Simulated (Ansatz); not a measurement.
# BFH₃N, SMILES NBF: the interaction energy of a dimer with the counterpoise correction

With Ansatz 0.2.0 through its Python package.

At the Python prompt:
```pycon
>>> import ansatz as az
>>> config = {
...     "basis_set": "cc-pVDZ",
...     "xc": "hf",
... }
>>> FIRST = [
...     ("N", (-0.6786, 0.2052, -0.4558)),
...     ("B", (0.3654, -0.0857, 0.5305)),
...     ("F", (0.1563, 0.231, 1.916)),
...     ("H", (-0.9133, -0.6322, -0.9464)),
...     ("H", (-0.2987, 0.8628, -1.2098)),
...     ("H", (1.3689, -0.5809, 0.1655)),
... ]
>>> SECOND = [
...     ("N", (3.1138, -3.0566, -1.7968)),
...     ("B", (2.1235, -3.0245, -0.7171)),
...     ("F", (2.5523, -2.963, 0.6525)),
...     ("H", (2.9384, -2.3045, -2.4296)),
...     ("H", (2.9865, -3.9409, -2.3859)),
...     ("H", (0.98, -3.0487, -0.995)),
... ]
>>> def energy(atoms, ghosts=()):
...     molecule = az.Crystal.molecule()
...     for symbol, xyz in atoms:
...         molecule = molecule.atom(symbol, xyz)
...     calc = (
...         molecule.calculation()
...         .basis(gaussian=config["basis_set"])
...         .functional(config["xc"])
...     )
...     deck = calc.input()
...     if ghosts:
...         deck = deck.set(az.key.basis.gaussian.ghost_atoms, [{"symbol": s, "position_ang": list(xyz)} for s, xyz in ghosts])
...     return az.Session.from_dict(deck).plan().execute().report["free_energy_ev"]
...
>>> # monomers in their own basis and in the basis of the dimer
>>> both = energy(FIRST + SECOND)
>>> alone = energy(FIRST) + energy(SECOND)
>>> ghosted = energy(FIRST, SECOND) + energy(SECOND, FIRST)
>>> print(f"dimer {both:.6f} eV")
dimer -9816.956828 eV
>>> print(f"interaction, uncorrected   {23.060548 * (both - alone):8.3f} kcal/mol")
interaction, uncorrected      1.587 kcal/mol
>>> print(f"interaction, counterpoise  {23.060548 * (both - ghosted):8.3f} kcal/mol")
interaction, counterpoise     2.106 kcal/mol
>>> print(f"basis-set superposition    {23.060548 * (alone - ghosted):8.3f} kcal/mol")
basis-set superposition       0.519 kcal/mol
```

Uncorrected it is 1.587 kcal/mol, with the counterpoise correction 2.106 kcal/mol; the difference, 0.519 kcal/mol, is the superposition error. In this basis both values are repulsive.

Total energies depend on the basis set; only differences at equal settings carry meaning. The dimer is a generated trial pose of unrelaxed monomers, not a minimum, so the figure is no binding energy, and the basis set is small. Hartree-Fock leaves correlation out, so bond, atomisation and ionisation energies come out well too low. This level lacks the dispersion part of the attraction (electrostatics and induction are there), which can decide the sign where the interaction is weak. The whole script took 3.3 s on 1 thread of Arm Neoverse V1 (shared host), peak memory 0.24 GiB.
